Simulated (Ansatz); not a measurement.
# Si (silicon supercell): the cost of one run

Computed with Ansatz 0.2.0 (DFT PBE, scalar-relativistic, plane waves, PAW, unless a step's input says otherwise).

## 1. Starting point

It takes space group Fd-3m (No. 227, cubic). Conventional cell: a = 5.431 Å, b = 5.431 Å, c = 5.431 Å, α = 90.00°, β = 90.00°, γ = 90.00°. Si (site symmetry -43m) is surrounded by 4 Si at 2.35 Å.

As a file:

```xyz
64
Lattice="10.8620 0.0000 0.0000 0.0000 10.8620 0.0000 0.0000 0.0000 10.8620" Properties=species:S:1:pos:R:3 pbc="T T T"
Si    0.0000    0.0000    0.0000
Si    1.3578    1.3578    1.3578
Si    1.3578    9.5043    9.5043
Si    9.5043    1.3578    9.5043
Si    9.5043    9.5043    1.3578
Si    0.0000    2.7155    2.7155
Si    0.0000    2.7155    8.1465
Si    0.0000    8.1465    2.7155
Si    0.0000    8.1465    8.1465
Si    2.7155    0.0000    2.7155
Si    2.7155    0.0000    8.1465
Si    8.1465    0.0000    2.7155
Si    8.1465    0.0000    8.1465
Si    2.7155    2.7155    0.0000
Si    2.7155    8.1465    0.0000
Si    8.1465    2.7155    0.0000
Si    8.1465    8.1465    0.0000
Si    1.3578    1.3578    6.7888
Si    1.3578    6.7888    1.3578
Si    6.7888    1.3578    1.3578
Si    1.3578    4.0732    9.5043
Si    1.3578    9.5043    4.0732
Si    6.7888    9.5043    9.5043
Si    4.0732    1.3578    9.5043
Si    9.5043    1.3578    4.0732
Si    9.5043    6.7888    9.5043
Si    4.0732    9.5043    1.3578
Si    9.5043    4.0732    1.3578
Si    9.5043    9.5043    6.7888
Si    0.0000    0.0000    5.4310
Si    0.0000    5.4310    0.0000
Si    5.4310    0.0000    0.0000
Si    1.3578    6.7888    6.7888
Si    6.7888    1.3578    6.7888
Si    6.7888    6.7888    1.3578
Si    1.3578    4.0732    4.0732
Si    6.7888    4.0732    9.5043
Si    6.7888    9.5043    4.0732
Si    4.0732    1.3578    4.0732
Si    4.0732    6.7888    9.5043
Si    9.5043    6.7888    4.0732
Si    4.0732    4.0732    1.3578
Si    4.0732    9.5043    6.7888
Si    9.5043    4.0732    6.7888
Si    5.4310    2.7155    2.7155
Si    5.4310    2.7155    8.1465
Si    5.4310    8.1465    2.7155
Si    5.4310    8.1465    8.1465
Si    2.7155    5.4310    2.7155
Si    2.7155    5.4310    8.1465
Si    8.1465    5.4310    2.7155
Si    8.1465    5.4310    8.1465
Si    2.7155    2.7155    5.4310
Si    2.7155    8.1465    5.4310
Si    8.1465    2.7155    5.4310
Si    8.1465    8.1465    5.4310
Si    6.7888    6.7888    6.7888
Si    6.7888    4.0732    4.0732
Si    4.0732    6.7888    4.0732
Si    4.0732    4.0732    6.7888
Si    0.0000    5.4310    5.4310
Si    5.4310    0.0000    5.4310
Si    5.4310    5.4310    0.0000
Si    5.4310    5.4310    5.4310
```

## 2. Relaxing the atoms: Si (silicon supercell), no spin

input.yaml reads:

```yaml
crystal:
  lattice:
    - [10.862, 0.0, 0.0]
    - [0.0, 10.862, 0.0]
    - [0.0, 0.0, 10.862]
  atoms:
    - { symbol: Si, position: [0.0, 0.0, 0.0] }
    - { symbol: Si, position: [0.125, 0.125, 0.125] }
    - { symbol: Si, position: [0.125, 0.875, 0.875] }
    - { symbol: Si, position: [0.875, 0.125, 0.875] }
    - { symbol: Si, position: [0.875, 0.875, 0.125] }
    - { symbol: Si, position: [0.0, 0.25, 0.25] }
    - { symbol: Si, position: [0.0, 0.25, 0.75] }
    - { symbol: Si, position: [0.0, 0.75, 0.25] }
    - { symbol: Si, position: [0.0, 0.75, 0.75] }
    - { symbol: Si, position: [0.25, 0.0, 0.25] }
    - { symbol: Si, position: [0.25, 0.0, 0.75] }
    - { symbol: Si, position: [0.75, 0.0, 0.25] }
    - { symbol: Si, position: [0.75, 0.0, 0.75] }
    - { symbol: Si, position: [0.25, 0.25, 0.0] }
    - { symbol: Si, position: [0.25, 0.75, 0.0] }
    - { symbol: Si, position: [0.75, 0.25, 0.0] }
    - { symbol: Si, position: [0.75, 0.75, 0.0] }
    - { symbol: Si, position: [0.125, 0.125, 0.625] }
    - { symbol: Si, position: [0.125, 0.625, 0.125] }
    - { symbol: Si, position: [0.625, 0.125, 0.125] }
    - { symbol: Si, position: [0.125, 0.375, 0.875] }
    - { symbol: Si, position: [0.125, 0.875, 0.375] }
    - { symbol: Si, position: [0.625, 0.875, 0.875] }
    - { symbol: Si, position: [0.375, 0.125, 0.875] }
    - { symbol: Si, position: [0.875, 0.125, 0.375] }
    - { symbol: Si, position: [0.875, 0.625, 0.875] }
    - { symbol: Si, position: [0.375, 0.875, 0.125] }
    - { symbol: Si, position: [0.875, 0.375, 0.125] }
    - { symbol: Si, position: [0.875, 0.875, 0.625] }
    - { symbol: Si, position: [0.0, 0.0, 0.5] }
    - { symbol: Si, position: [0.0, 0.5, 0.0] }
    - { symbol: Si, position: [0.5, 0.0, 0.0] }
    - { symbol: Si, position: [0.125, 0.625, 0.625] }
    - { symbol: Si, position: [0.625, 0.125, 0.625] }
    - { symbol: Si, position: [0.625, 0.625, 0.125] }
    - { symbol: Si, position: [0.125, 0.375, 0.375] }
    - { symbol: Si, position: [0.625, 0.375, 0.875] }
    - { symbol: Si, position: [0.625, 0.875, 0.375] }
    - { symbol: Si, position: [0.375, 0.125, 0.375] }
    - { symbol: Si, position: [0.375, 0.625, 0.875] }
    - { symbol: Si, position: [0.875, 0.625, 0.375] }
    - { symbol: Si, position: [0.375, 0.375, 0.125] }
    - { symbol: Si, position: [0.375, 0.875, 0.625] }
    - { symbol: Si, position: [0.875, 0.375, 0.625] }
    - { symbol: Si, position: [0.5, 0.25, 0.25] }
    - { symbol: Si, position: [0.5, 0.25, 0.75] }
    - { symbol: Si, position: [0.5, 0.75, 0.25] }
    - { symbol: Si, position: [0.5, 0.75, 0.75] }
    - { symbol: Si, position: [0.25, 0.5, 0.25] }
    - { symbol: Si, position: [0.25, 0.5, 0.75] }
    - { symbol: Si, position: [0.75, 0.5, 0.25] }
    - { symbol: Si, position: [0.75, 0.5, 0.75] }
    - { symbol: Si, position: [0.25, 0.25, 0.5] }
    - { symbol: Si, position: [0.25, 0.75, 0.5] }
    - { symbol: Si, position: [0.75, 0.25, 0.5] }
    - { symbol: Si, position: [0.75, 0.75, 0.5] }
    - { symbol: Si, position: [0.625, 0.625, 0.625] }
    - { symbol: Si, position: [0.625, 0.375, 0.375] }
    - { symbol: Si, position: [0.375, 0.625, 0.375] }
    - { symbol: Si, position: [0.375, 0.375, 0.625] }
    - { symbol: Si, position: [0.0, 0.5, 0.5] }
    - { symbol: Si, position: [0.5, 0.0, 0.5] }
    - { symbol: Si, position: [0.5, 0.5, 0.0] }
    - { symbol: Si, position: [0.5, 0.5, 0.5] }
scf:
  occupations: { method: fixed }
output:
  forces: true
  stress: false
kpoints:
  mp_grid: { grid: [2, 2, 2], shift: [0.5, 0.5, 0.5] }
hamiltonian:
  xc: pbe
relax:
  f_tol: 0.005
  max_steps: 60
```

The run is started by

```
> ansatz run input.yaml --threads 8 --pin off --max-ram 16384MiB --backend cpu --events-out ev --progress --plain --runs-dir out
```

**Question.** How long does this run take on 8 threads of Arm Neoverse V2, shared host, and how much memory does it need?

About 2.1 s, with a peak of 1.8 GiB.
